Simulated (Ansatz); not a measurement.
# Ruthenium, bcc under LDA: from relaxation to bulk modulus

Aim: take ruthenium in the bcc structure, relax it, solve it on a dense k-mesh, switch on spin-orbit coupling, then scale the cell to 7 volumes from 88 to 112 % of the relaxed one and try a fit of the equation of state. The k-meshes are 15×15×15 for the relaxation; 24×24×24 for the dense run; 15×15×15 for spin-orbit coupling; 17×17×17 for the volumes.

This is Ru in the bcc structure; at room conditions it is hcp.

Method: DFT LDA (PW92), plane waves (420 eV) with PAW, scalar-relativistic; the PAW data stem from PBE, with regenerated cores, in Ansatz 0.2.0.

## (1) The system as given

The structure is cubic, space group Im-3m (No. 229). The conventional cell has a = 3.004 Å, b = 3.004 Å, c = 3.004 Å, α = 90.00°, β = 90.00°, γ = 90.00°. Around Ru (site symmetry m-3m) lie 8 Ru at 2.60 Å.

Coordinates:

```
CELL_PARAMETERS angstrom
-1.50203 1.50203 1.50203
1.50203 -1.50203 1.50203
1.50203 1.50203 -1.50203
ATOMIC_POSITIONS crystal
Ru 0.00000 0.00000 0.00000
```

## (2) Geometry optimisation

Input file input.yaml:

```yaml
crystal:
  lattice:
    - [-1.5020265709, 1.5020265709, 1.5020265709]
    - [1.5020265709, -1.5020265709, 1.5020265709]
    - [1.5020265709, 1.5020265709, -1.5020265709]
  atoms:
    - { symbol: Ru, position: [0.0, 0.0, 0.0] }
hamiltonian:
  xc: lda
  pseudopotentials:
    kind: paw
    azcp:
      Ru: "pseudopotentials/Ru.paw.azcp"
basis:
  ecutwfc: 420
  fft_grid_basis: typed
kpoints:
  mp_grid: { grid: [15, 15, 15], shift: [0, 0, 0] }
magnetization:
  spin_polarized: false
scf:
  occupations: { method: fermi_dirac, width: 0.1 }
relax:
  max_steps: 60
  f_tol: 0.01
  cell: {}
```

The runs that follow: Dense single point; Spin-orbit coupling switched on; The cell scaled to 88 % of its volume; The cell scaled to 92 % of its volume; The cell scaled to 96 % of its volume; The cell scaled to 100 % of its volume; The cell scaled to 104 % of its volume; The cell scaled to 108 % of its volume; The cell scaled to 112 % of its volume.

What does the calculation give? Wanted: space group; conventional cell; volume; shortest distance; gap on the mesh; relative to hcp; V₀, B₀, B₀′.

The runs gave:

```
                      quantity                         value
space group (spins left aside)               Im-3m (No. 229)
             conventional cell                   a = 3.001 Å
                        volume                13.510 Å³/atom
             shortest distance                       2.599 Å
               gap on the mesh  none (levels filled in part)
               relative to hcp                 +682 meV/atom
                   V₀, B₀, B₀′  13.492 Å³/atom, 331 GPa, 4.8
```

In words: The relaxation shrank the cell by 0.3 % in volume. Against the reference form of ruthenium (hcp, computed apart with the same settings) it stands 682 meV/atom higher, so it is far from stable. Levels at the Fermi energy are filled in part, as in a metal. The total energy of the spin-orbit run lies -1.5 eV/atom from the scalar one, but the two kinds of run don't share a zero of energy: only differences within one kind count. B₀ comes out at 331 GPa, among the stiffest elements. Relaxation kept the symmetry; phonons were not checked.
